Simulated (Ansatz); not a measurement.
This script makes an atomisation energy of Cl₂H₂OSi, SMILES O[SiH](Cl)Cl with the Python package of Ansatz (0.2.0).

`cl2h2osi_tae.py`
```python
"""Energy to split Cl2H2OSi into its atoms."""

from collections import Counter

import ansatz as az


def total_energy(molecule, charge=0, unpaired=0):
    calc = (
        molecule.calculation()
        .basis(gaussian="cc-pVTZ")
        .functional("CAM-B3LYP")
    )
    if charge:
        calc = calc.charge(charge)
    if unpaired:
        calc = calc.spin("collinear", total=unpaired)
    report = calc.run().report
    if report["published_state_doubts"]:
        print("  doubts:", report["published_state_doubts"])
    return report["free_energy_ev"]

cl2h2osi = (
    az.Crystal.molecule()
    .atom("O", [0.4216, 1.1583, -0.4521])
    .atom("Si", [0.1139, -0.2054, 0.3644])
    .atom("Cl", [0.5643, -1.7043, -0.9358])
    .atom("Cl", [-1.8193, -0.3076, 0.6598])
    .atom("H", [-0.1171, 1.2632, -1.3137])
    .atom("H", [0.8787, -0.2683, 1.6312])
)

# unpaired electrons of the ground-state atoms
unpaired = {"O": 2, "Si": 2, "Cl": 1, "H": 1}
counts = Counter(site.symbol for site in cl2h2osi.cartesian_sites)
atom_energy = {s: total_energy(az.Crystal.molecule().atom(s, (0, 0, 0)), 0, unpaired[s]) for s in counts}
whole = total_energy(cl2h2osi, 0, 0)
for s, e in atom_energy.items():
    print(f"{s:2s} x{counts[s]}  {e:14.5f} eV")
print(f"Cl2H2OSi: {whole:.5f} eV")
split = sum(counts[s] * e for s, e in atom_energy.items()) - whole
print(f"atomisation energy (no zero-point term): {23.060548 * split:.1f} kcal/mol, {split / sum(counts.values()):.3f} eV an atom")
```

What does it cost to take this molecule apart into atoms?

480.2 kcal/mol from the electronic energies, without the zero-point term.

The output:

```console
$ python cl2h2osi_tae.py
O  x1     -2042.72406 eV
Si x1     -7874.46384 eV
Cl x2    -12521.96884 eV
H  x2       -13.57340 eV
Cl2H2OSi: -35009.09744 eV
atomisation energy (no zero-point term): 480.2 kcal/mol, 3.471 eV an atom
```

Notes:
- Total energies depend on the basis set; only differences at equal settings carry meaning.
- The geometry is a force-field or estimated start, not a minimum of this method, and the basis set is short of its limit. All parts are taken at fixed geometry, without zero-point energy.
- For Al to Cl the sets with a tight d function, cc-pV(X+d)Z, are usual.
- It ran for 7.2 s on 1 thread of Arm Neoverse V1, with other jobs on the host, peak memory 0.4 GiB.
